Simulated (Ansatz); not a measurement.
Cs, space group Fm-3m: a comparison of functionals at one structure, run with Ansatz's Python interface.

Input file `cs.extxyz`:
```text
1
Lattice="0.0 2.992 2.992 2.992 0.0 2.992 2.992 2.992 0.0" Properties=species:S:1:pos:R:3 pbc="T T T"
Cs    0.00000000    0.00000000    0.00000000
```

`xc_cs.py`
```python
import ansatz as az


def main() -> None:
    crystal = az.Crystal.from_extxyz("cs.extxyz")

    base = (
        crystal.calculation()
        .kpoints(8, 8, 8, center="gamma")
        .occupations("fermi_dirac", width=0.3)
        .scf(extra_bands=12)
        .accuracy("low")
        .forces()
        .stress()
    )

    rows = []
    for value in ["r2scan", "pbesol", "blyp"]:
        report = base.functional(value).run(threads=1).report
        rows.append((value, report["free_energy_ev"] / len(report["lattice"]["sites"]), report["n_iterations"], sum(report["stress_gpa"][i][i] for i in range(3)) / 3, max(abs(f) for row in report["forces_ev_ang"] for f in row), report["n_kpoints"]))

    print("  functional   F/atom (eV)    iterations       P (GPa)  max component (eV/A)      k-points")
    for row in rows:
        print(f"{str(row[0]):>12s}  {row[1]:12.5f}  {row[2]:12d}  {row[3]:12.3f}  {row[4]:20.4f}  {row[5]:12d}")


if __name__ == "__main__":
    main()
```

Which functional puts this cell under the lowest pressure, and which under the highest?

From lowest to highest: PBEsol (3.3 GPa), r2SCAN (4.0 GPa) and BLYP (5.0 GPa). At a fixed cell a lower pressure usually means a smaller equilibrium volume, so PBEsol prefers the smallest cell and BLYP the largest.

The output:

`python xc_cs.py` gives:
```text
DeckWarning: basis.ecutwfc = 500 eV, auto-derived from the records' recommended cutoffs: set by Cs (their level for a meta-GGA)
DeckWarning: basis.ecutwfc = 420 eV, auto-derived from the records' recommended cutoffs: set by Cs (normal level)
  functional   F/atom (eV)    iterations       P (GPa)  max component (eV/A)      k-points
      r2scan   -5685.55018             6         3.985                0.0000            29
      pbesol   -5585.58521             6         3.325                0.0000            29
        blyp   -5688.94709             6         4.968                0.0000            29
```
(Warnings from the package without file and line.)

Notes:
- BLYP can be off by several per cent in the lattices of metals, and by several GPa in the pressure at a fixed cell.
- For a metal this k-point mesh is coarse: on a finer one energies can move by several to tens of meV an atom and pressures by half a GPa or more, differences at one mesh by less.
- The smearing is wide enough that free energy and stress hold a thermal part of the electrons.
- Forces vanish by symmetry here and test nothing.
- Pressure is positive in compression.
- This isn't the structure that Cs takes at ambient conditions.
- Total energies of different functionals can't be compared; pressures, moments and gaps at this one structure can.
- The whole script took 6.7 s on 1 thread of Arm Neoverse V1, on a shared host, peak memory 0.43 GiB.
